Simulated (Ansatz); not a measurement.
# C₂H₈FGaOSi: ionisation energy by level of theory

The task here is to estimate one member of a computed series from the others.

The runs use Ansatz 0.2.0, Gaussian basis; unrestricted cation, the program's frozen cores in correlated methods.

Plan: UKS PBE-D4/def2-TZVPP; UKS r2SCAN-D4/def2-TZVPP; UKS PBE0-D4/def2-TZVPP; UKS B3LYP-D4/def2-TZVPP; UKS wB97X-V/def2-TZVPP; UKS wB97M-V/def2-TZVPP; UKS B2PLYP/def2-TZVPP; UHF-CCSD(T)/def2-TZVPP; UHF-MP2/def2-QZVPP; extrapolation to the limit; then −ε(HOMO) from the neutral's earlier runs with LDA (SPW92), PBE-D4, revPBE-D4, BLYP-D4, r2SCAN-D4, B97M-V, PBE0-D4, B3LYP-D4, r2SCANh-D4, r2SCAN0-D4, HSE06-D4, BHLYP-D4, CAM-B3LYP-D4, LC-ωPBE, ωB97X-V, ωB97M-V.

## Structure used throughout

All runs share one geometry, relaxed beforehand with PBE0-D4 in a triple-zeta def2 set.

SMILES `C[SiH2][GaH][CH](O)F`, 14 atoms, charge 0, spin multiplicity 1.

Atoms are counted from 1 here; the program's logs count them from 0.

Bond lengths: C1–Si2 1.876 Å, C1–H7 1.092 Å, C1–H8 1.092 Å, C1–H9 1.092 Å, Si2–Ga3 2.409 Å, Si2–H10 1.494 Å, Si2–H11 1.493 Å, Ga3–C4 2.023 Å, Ga3–H12 1.575 Å, C4–O5 1.383 Å, C4–F6 1.407 Å, C4–H13 1.097 Å, O5–H14 0.964 Å. Angles: Si2–C1–H7 110.3°, Si2–C1–H8 111.2°, Si2–C1–H9 110.4°, H7–C1–H8 108.7°, H7–C1–H9 107.5°, H8–C1–H9 108.7°, C1–Si2–Ga3 111.8°, C1–Si2–H10 110.4°, C1–Si2–H11 110.4°, Ga3–Si2–H10 108.9°, Ga3–Si2–H11 109.0°, H10–Si2–H11 106.2°, Si2–Ga3–C4 115.2°, Si2–Ga3–H12 127.0°, C4–Ga3–H12 117.8°, Ga3–C4–O5 106.3°, Ga3–C4–F6 107.9°, Ga3–C4–H13 117.1° and more.

Geometry (Å):

| atom | x (Å) | y (Å) | z (Å) |
| --- | --- | --- | --- |
| C1 | 0.1501 | -1.9913 | 0.5182 |
| Si2 | 1.4642 | -0.9754 | -0.3546 |
| Ga3 | 0.7892 | 1.3219 | -0.6213 |
| C4 | -1.0232 | 1.7813 | 0.1510 |
| O5 | -1.9450 | 1.0188 | -0.5426 |
| F6 | -1.0242 | 1.4016 | 1.5060 |
| H7 | -0.7844 | -1.9653 | -0.0459 |
| H8 | 0.4633 | -3.0317 | 0.6290 |
| H9 | -0.0523 | -1.5798 | 1.5091 |
| H10 | 2.7470 | -1.0184 | 0.4093 |
| H11 | 1.7599 | -1.5540 | -1.6993 |
| H12 | 1.6023 | 2.4729 | -1.3254 |
| H13 | -1.3065 | 2.8407 | 0.1629 |
| H14 | -2.8403 | 1.2789 | -0.2964 |

Set-up of the first run:

The input, in.yaml:

```yaml
crystal:
  periodic: [false, false, false]
  atoms:
    - {symbol: C, position_ang: [0.150061, -1.991336, 0.518219]}
    - {symbol: Si, position_ang: [1.464221, -0.975420, -0.354622]}
    - {symbol: Ga, position_ang: [0.789183, 1.321927, -0.621300]}
    - {symbol: C, position_ang: [-1.023181, 1.781263, 0.150988]}
    - {symbol: O, position_ang: [-1.945000, 1.018783, -0.542625]}
    - {symbol: F, position_ang: [-1.024197, 1.401551, 1.505981]}
    - {symbol: H, position_ang: [-0.784418, -1.965280, -0.045915]}
    - {symbol: H, position_ang: [0.463286, -3.031744, 0.629033]}
    - {symbol: H, position_ang: [-0.052345, -1.579825, 1.509075]}
    - {symbol: H, position_ang: [2.746991, -1.018373, 0.409339]}
    - {symbol: H, position_ang: [1.759936, -1.553988, -1.699342]}
    - {symbol: H, position_ang: [1.602259, 2.472902, -1.325351]}
    - {symbol: H, position_ang: [-1.306477, 2.840650, 0.162919]}
    - {symbol: H, position_ang: [-2.840319, 1.278899, -0.296388]}
basis:
  gaussian: {orbitals: def2-TZVPP}
total_charge: 1
magnetization: {spin_polarized: true, initial_magnetization: 1}
hamiltonian: {xc: pbe, dispersion: d4}
```

On the command line:

```
ansatz run in.yaml --threads 2 --pin off --events-out ev --progress --plain --max-ram 22528MiB --backend cuda --devices 0, --max-vram 18GiB
```

Steps of the session up to this table: Cation, UKS PBE-D4/def2-TZVPP; Cation, UKS r2SCAN-D4/def2-TZVPP; Cation, UKS PBE0-D4/def2-TZVPP; Cation, UKS B3LYP-D4/def2-TZVPP; Cation, UKS wB97X-V/def2-TZVPP; Cation, UKS wB97M-V/def2-TZVPP; Cation, UKS B2PLYP (frozen core)/def2-TZVPP; Cation, UHF-CCSD(T)/def2-TZVPP; Cation, UHF-MP2/def2-QZVPP.

One of the session's tables, all rows but one given; the rest of the session is left out.

For comparison, −ε(HOMO) of the neutral from earlier runs:

| functional | −ε(HOMO) (eV) |
| --- | --- |
| LDA (SPW92) | 6.03 |
| PBE-D4 | ? |
| revPBE-D4 | 5.84 |
| BLYP-D4 | 5.79 |
| r2SCAN-D4 | 6.14 |
| B97M-V | 6.24 |
| PBE0-D4 | 7.08 |
| B3LYP-D4 | 6.90 |
| r2SCANh-D4 | 6.59 |
| r2SCAN0-D4 | 7.24 |
| HSE06-D4 | 6.69 |
| BHLYP-D4 | 8.14 |
| CAM-B3LYP-D4 | 8.38 |
| LC-ωPBE | 9.66 |
| ωB97X-V | 9.33 |
| ωB97M-V | 9.16 |

Estimate the missing values for PBE-D4.

As computed: −ε(HOMO) (eV): 5.90. In the column «−ε(HOMO) (eV)» it lies between revPBE-D4 (5.84) and LDA (SPW92) (6.03).
